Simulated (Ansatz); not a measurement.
# Si: the cost of one run

Computed with Ansatz 0.2.0 (DFT PBE, scalar-relativistic, plane waves, PAW, unless a step's input says otherwise).

1 further run of the same task is left out (for a known fault of the program).

### Step 1. The structure to begin with

Symmetry: Fd-3m, No. 227, cubic system. Conventional cell: a = 5.444 Å, b = 5.444 Å, c = 5.444 Å, α = 90.00°, β = 90.00°, γ = 90.00°. Si (site symmetry -43m) is surrounded by 4 Si at 2.36 Å.

Coordinates:

```
Si
1.0
     0.00000    2.72185    2.72185
     2.72185    0.00000    2.72185
     2.72185    2.72185    0.00000
Si
2
Direct
  0.75000 0.75000 0.75000
  0.50000 0.50000 0.50000
```

Source of the structure: the Materials Project (structure only).

(A quick probe on a coarse mesh, which set the mesh and smearing, is not shown.)

### Step 3. The relaxation

input.yaml reads:

```yaml
crystal:
  lattice:
    - [0.0, 2.72185119, 2.72185119]
    - [2.72185119, 0.0, 2.72185119]
    - [2.72185119, 2.72185119, 0.0]
  atoms:
    - { symbol: Si, position: [0.75, 0.75, 0.75] }
    - { symbol: Si, position: [0.5, 0.5, 0.5] }
basis:
  ecutwfc: 420
kpoints:
  mp_grid: { grid: [8, 8, 8] }
hamiltonian:
  xc: pbe
scf:
  occupations: { method: gaussian, width: 0.02 }
output:
  forces: true
  stress: true
  eigenvalues: true
  write_density: true
  write_potential: true
  elf: true
  volumetric_format: npy
relax:
  adjacent_minimum: "off"
  f_tol: 0.005
  max_steps: 80
  cell: { stress_tol: 0.05 }
```

Command:

```console
ansatz run input.yaml --threads 4 --pin off --max-ram 8192MiB --backend cpu --events-out ev --progress --plain --runs-dir out
```

Q: Estimate wall time and peak memory on 4 threads of Intel Xeon Platinum 8259CL at 2.50GHz (Skylake/Cascade Lake), shared host.

About 1.3 s, with a peak of 0.36 GiB.
